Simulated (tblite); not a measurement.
# C7H10NP: the cost of one run

Computed with tblite 0.8.0 and PySCF 2.14.0, with density-fitted response routines of our own, on a single molecule, in the gas phase or a continuum. Atoms are numbered from 0 throughout.

### 1 The starting structure

19 atoms, charge 0, multiplicity 1; geometry from: force field or distance geometry start.

Bonds of the start (Å): C0–C1 1.33, C1–C2 1.42, C2–C3 1.41, C3–P4 1.83, P4–C5 1.83, C5–N6 1.38, N6–C7 1.46, C7–C8 1.52, N6–C2 1.40, C0–H9 1.10, C0–H10 1.09, C1–H11 1.09, C3–H12 1.09, C5–H13 1.09, C7–H14 1.10, C7–H15 1.10, C8–H16 1.09, C8–H17 1.09, C8–H18 1.10.

### 2 Optimising the geometry with GFN2-xTB

The job: settings as JSON, then the geometry in Å.

```
{"job": {"kind": "relax", "xc": "GFN2-xTB", "basis": "xTB"}, "charge": 0, "multiplicity": 1}
C     -2.667200    -1.210100     0.246300
C     -1.369600    -0.934500     0.198000
C     -0.865200     0.395300     0.242400
C     -1.474800     1.569200     0.729100
P     -0.510000     3.123000     0.632300
C      0.726600     2.018800    -0.148000
N      0.402800     0.681000    -0.278000
C      1.317700    -0.256500    -0.918600
C      2.256000    -0.934100     0.066700
H     -3.439800    -0.435100     0.292800
H     -3.027800    -2.236800     0.225700
H     -0.677400    -1.779000     0.159400
H     -2.458000     1.609300     1.206300
H      1.688900     2.394200    -0.495500
H      1.885200     0.308700    -1.665400
H      0.717400    -0.996100    -1.463800
H      2.921000    -1.618700    -0.453200
H      2.865200    -0.195800     0.587200
H      1.699100    -1.493500     0.829100
```

Launch:

```sh
OMP_NUM_THREADS=1 python probes_run.py task.json out
```

One launch serves the whole session: the jobs run in the order shown.

Q: Estimate the wall time and peak memory of this first job on 1 thread of Arm Neoverse N1, shared host.

About 1.4 s, with a peak of 0.18 GiB.
